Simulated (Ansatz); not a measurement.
# BGeH₅O: how energies converge with the basis set

The task here is to estimate one member of a computed series from the others.

Computed with Ansatz 0.2.0, Gaussian basis. Level: one geometry, several basis sets.

The runs, in order: PBE0-D4/def2-SVP; ωB97M-V/def2-SVP; PBE0-D4/def2-QZVPP; ωB97M-V/def2-QZVPP; the functionals' def2-TZVPP values are taken from earlier runs.

## The geometry

All runs share one geometry, relaxed beforehand with PBE0-D4 in a triple-zeta def2 set.

SMILES `[BH2][GeH2][OH]`, 8 atoms, charge 0, spin multiplicity 1.

Atoms are counted from 1 here; the program's logs count them from 0.

Bond lengths: B1–Ge2 2.050 Å, B1–H4 1.193 Å, B1–H5 1.195 Å, Ge2–O3 1.791 Å, Ge2–H6 1.549 Å, Ge2–H7 1.549 Å, O3–H8 0.959 Å. Angles: Ge2–B1–H4 121.4°, Ge2–B1–H5 119.5°, H4–B1–H5 119.1°, B1–Ge2–O3 108.1°, B1–Ge2–H6 112.2°, B1–Ge2–H7 112.1°, O3–Ge2–H6 108.7°, O3–Ge2–H7 108.7°, H6–Ge2–H7 106.8°, Ge2–O3–H8 112.5°.

Coordinates:

```tsv
atom	x (Å)	y (Å)	z (Å)
B1	-1.1341	0.6749	-0.8081
Ge2	0.5375	0.0672	0.2102
O3	0.2788	-1.6219	0.7470
H4	-2.0654	-0.0531	-0.9655
H5	-1.1801	1.7815	-1.2559
H6	0.8181	0.9463	1.4540
H7	1.8096	0.1190	-0.6718
H8	1.0278	-1.9710	1.2342
```

The first run:

in.yaml

```yaml
crystal:
  periodic: [false, false, false]
  atoms:
    - {symbol: B, position_ang: [-1.134121, 0.674947, -0.808128]}
    - {symbol: Ge, position_ang: [0.537483, 0.067198, 0.210213]}
    - {symbol: O, position_ang: [0.278784, -1.621944, 0.747033]}
    - {symbol: H, position_ang: [-2.065375, -0.053110, -0.965532]}
    - {symbol: H, position_ang: [-1.180121, 1.781537, -1.255947]}
    - {symbol: H, position_ang: [0.818140, 0.946309, 1.454034]}
    - {symbol: H, position_ang: [1.809630, 0.119031, -0.671781]}
    - {symbol: H, position_ang: [1.027781, -1.970968, 1.234208]}
basis:
  gaussian: {orbitals: def2-SVP}
hamiltonian: {xc: pbe0, dispersion: d4}
output: {orbitals: {seedname: orbitals}}
```

On the command line:

```console
$ ansatz run in.yaml --threads 2 --pin off --events-out ev --progress --plain --max-ram 4352MiB
```

Among the steps run: PBE0-D4 in def2-SVP; ωB97M-V in def2-SVP; PBE0-D4 in def2-QZVPP; ωB97M-V in def2-QZVPP.

One table of the session follows, with a row left open; its other results are not shown here.

It belongs to the step «Density functionals: the series». 

| functional | basis | HOMO (eV) | LUMO (eV) |
| --- | --- | --- | --- |
| PBE0-D4 | def2-SVP | ? | ? |
| PBE0-D4 | def2-TZVPP | -8.24 | -2.50 |
| PBE0-D4 | def2-QZVPP | -8.29 | -2.52 |
| ωB97M-V | def2-SVP | -10.36 | -0.36 |
| ωB97M-V | def2-TZVPP | -10.54 | -0.54 |
| ωB97M-V | def2-QZVPP | -10.56 | -0.59 |

**Question.** Estimate the row for PBE0-D4, def2-SVP.

As computed: HOMO (eV): -8.03; LUMO (eV): -2.44. In the column «HOMO (eV)» it is the highest.
